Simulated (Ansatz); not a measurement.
# C2H5ClZn: the cost of one run

All numbers below are computed with Ansatz 0.2.0 (RKS PBE-D4/def2-mTZVP).

### 1 The structure to begin with

Bond lengths: Zn1–C2 2.297 Å, C2–C3 1.509 Å, Zn1–Cl5 2.169 Å, C2–H6 1.081 Å, C2–H7 1.080 Å, C3–H8 1.083 Å, C3–H9 1.083 Å. Angles: Zn1–C2–C3 87.4°, Zn1–C2–H6 110.0°, Zn1–C2–H7 116.1°, C3–C2–H6 114.3°, C3–C2–H7 115.1°, H6–C2–H7 111.8°, C2–Zn1–Cl5 136.7°, C2–C3–H8 114.5°, C2–C3–H9 113.4°, H8–C3–H9 110.9°.

Structure file:

```xyz
9

Zn    0.3514    1.5239    0.9608
C     0.8963   -0.0213   -0.6492
C    -0.4248   -0.6899   -0.3556
H    -0.8835   -0.0734    0.7927
Cl   -1.1712    1.7391    2.4910
H     1.7618   -0.5901   -0.3388
H     1.0049    0.3584   -1.6542
H    -0.3538   -1.7483   -0.1395
H    -1.1810   -0.4985   -1.1072
```

### 2 A restrained relaxation towards end A

Springs on the bonds that form and break draw the guess towards this end; the thresholds are loose.

Contents of input.yaml:

```yaml
crystal:
  periodic: [false, false, false]
  atoms:
    - { symbol: Zn, position_ang: [0.3514, 1.5239, 0.9608] }
    - { symbol: C, position_ang: [0.8963, -0.0213, -0.6492] }
    - { symbol: C, position_ang: [-0.4248, -0.6899, -0.3556] }
    - { symbol: H, position_ang: [-0.8835, -0.0734, 0.7927] }
    - { symbol: Cl, position_ang: [-1.1712, 1.7391, 2.491] }
    - { symbol: H, position_ang: [1.7618, -0.5901, -0.3388] }
    - { symbol: H, position_ang: [1.0049, 0.3584, -1.6542] }
    - { symbol: H, position_ang: [-0.3538, -1.7483, -0.1395] }
    - { symbol: H, position_ang: [-1.181, -0.4985, -1.1072] }
basis:
  gaussian: { orbitals: def2-mTZVP }
hamiltonian:
  xc: pbe
  dispersion: d4
relax:
  f_tol: 0.15
  max_steps: 25
  restrain:
    - { distance: [0, 3], at: 2.83, k: 30.0 }
    - { distance: [0, 1], at: 1.98, k: 30.0 }
    - { distance: [2, 3], at: 1.07, k: 30.0 }
```

On the command line:

```
ansatz run input.yaml --threads 2 --pin off --max-ram 3072MiB --backend cpu --events-out ev --progress --plain --runs-dir out
```

**Question.** How long does this run take on 2 threads of AMD EPYC 9R14 (Zen 4), shared host, and how much memory does it need?

About 15 s, with a peak of 0.24 GiB.
